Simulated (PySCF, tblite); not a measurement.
# C₄H₉F₃Si₂: geometry, infrared bands and NMR shifts

What infrared bands and NMR shifts should C₄H₉F₃Si₂ (`C[SiH2]/C=C(\[SiH3])C(F)(F)F`) show?

Programs: tblite 0.8.0 and PySCF 2.14.0, with density-fitted response routines of our own. Each step states its level of theory. These are calculated values for one molecule in the gas phase, unless marked as measured. Atoms are numbered from 0 throughout.

**1. The starting structure**

18 atoms, charge 0, multiplicity 1; geometry from: force field or distance geometry start.

Bonds of the start (Å): C0–Si1 1.84, Si1–C2 1.86, C2–C3 1.35, C3–Si4 1.84, C3–C5 1.51, C5–F6 1.36, C5–F7 1.37, C5–F8 1.36, C0–H9 1.11, C0–H10 1.09, C0–H11 1.10, Si1–H12 1.50, Si1–H13 1.48, C2–H14 1.08, Si4–H15 1.48, Si4–H16 1.49, Si4–H17 1.48.

**2. Optimising the geometry with GFN2-xTB**

What the job is given:

```
{"job": {"kind": "relax", "xc": "GFN2-xTB", "basis": "xTB"}, "charge": 0, "multiplicity": 1}
C     -2.703900    -0.158900    -0.774400
Si    -1.753600     0.543900     0.632400
C     -0.156800    -0.370500     0.906600
C      1.049400    -0.214500     0.316600
Si     1.533800     0.999700    -0.972100
C      2.228300    -1.077000     0.686900
F      1.936000    -1.968800     1.665400
F      3.284600    -0.339700     1.156300
F      2.688800    -1.808700    -0.361800
H     -3.658500     0.383300    -0.905200
H     -2.154200    -0.087600    -1.712000
H     -2.959000    -1.213400    -0.606200
H     -2.550800     0.447300     1.898100
H     -1.444700     1.970000     0.394000
H     -0.295500    -1.125900     1.666700
H      0.518800     0.983400    -2.052400
H      1.569700     2.367200    -0.391500
H      2.858900     0.676600    -1.558900
```

Command:

```console
> OMP_NUM_THREADS=1 python probes_run.py task.json out
```

This one command runs all jobs of the session in turn.

**Question.** This job is followed by: GFN2-xTB harmonic vibrations, gas phase; GIAO PBE0/pcSseg-1 NMR shielding, non-relativistic, gas phase. What will the session give for the following? strongest single infrared mode (GFN2-xTB); zero-point energy (GFN2-xTB); 13C shifts against TMS (PBE0/pcSseg-1); 1H shifts against TMS (PBE0/pcSseg-1, means over atoms taken as alike); 29Si shifts against TMS (PBE0/pcSseg-1); 19F shifts against CFCl3 (PBE0/pcSseg-1, means over atoms taken as alike).

**Answer**, as computed:

```
                                                                 quantity                          value
                                strongest single infrared mode (GFN2-xTB)          2217 cm⁻¹, 425 km/mol
                                             zero-point energy (GFN2-xTB)                  70.2 kcal/mol
                                   13C shifts against TMS (PBE0/pcSseg-1)  155.9, 149.7, 133.4, -6.7 ppm
   1H shifts against TMS (PBE0/pcSseg-1, means over atoms taken as alike)     7.88, 4.53, 4.33, 0.34 ppm
                                  29Si shifts against TMS (PBE0/pcSseg-1)               -53.5, -82.3 ppm
19F shifts against CFCl3 (PBE0/pcSseg-1, means over atoms taken as alike)                      -80.5 ppm
```

**Reading.** The optimisation took 73 steps and gained 0.215 eV; among the close pairs (by a distance rule), C0–Si1 changed most, from 1.837 to 1.899 Å. All 48 modes are real, so the xTB geometry is a minimum. The strongest single mode, at 2217 cm⁻¹, moves mainly H12. GFN2-xTB is a fitted tight-binding method: band positions and strengths are rough. Its intensities can rank the bands wrongly. H14 (hydrogen on an alkene CH) lies farthest downfield among hydrogen, at 7.88 ppm; attached to an sp2 carbon and in the plane of the double bond. At PBE0/pcSseg-1: Shielding is most anisotropic at C2 (span 270 ppm, paramagnetic term -229 ppm).
